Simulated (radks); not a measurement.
**Nd⁺ in [Xe] 4f4 6s0.75 5f0.25: an all-electron calculation**

Aim: the levels, the sizes of the orbitals and the parts of the energy of the neodymium ion Nd+.

Program: radks (a radial shooting solver on a logarithmic mesh, Libxc functionals) version 1. Level of theory: scalar-relativistic Kohn-Sham, BLYP, spin-polarised, spherical densities, finite nucleus; open shells are filled with parallel spins first. These are calculated values, not measurements, unless marked.

**1. The atom as given**

- element: neodymium (Z = 60)
- charge: +1
- electrons: 59
- configuration: [Xe] 4f4 6s0.75 5f0.25
- nuclear rms radius: 4.9123 fm

**2. The run**

Input:

```text
Z 60
configuration [Xe] 4f4 6s0.75 5f0.25
relativity scalar-relativistic
functional b88,lyp
spin polarised
nucleus finite rms 4.9123 fm
c 137.035999084
```

Command:

```console
python run_ks.py task.json out
```

This one command runs every case of the session in turn.

What does the calculation give?

As calculated:

| quantity | value |
| --- | --- |
| total energy | -9624.0515 hartree |
| exchange-correlation share of it | 2.32 % |
| −T/E | 1.0642 |
| highest occupied level | 5f up, -1.729 eV |
| most extended occupied level | 5f up, <r> = 10.7 bohr |
| radius at density 0.001 e/bohr³ | 4.38 bohr |
| maxima of the radial density | 4 |

**Reading.** 6 principal shells are occupied and 4 maxima appear in the radial density; where shells overlap, one shows as a shoulder or not at all. Relativity lifts −T/E to 1.064. This is not the tabulated ground configuration, so its levels and sizes aren't those of the ground state, and no measured value stands beside it.
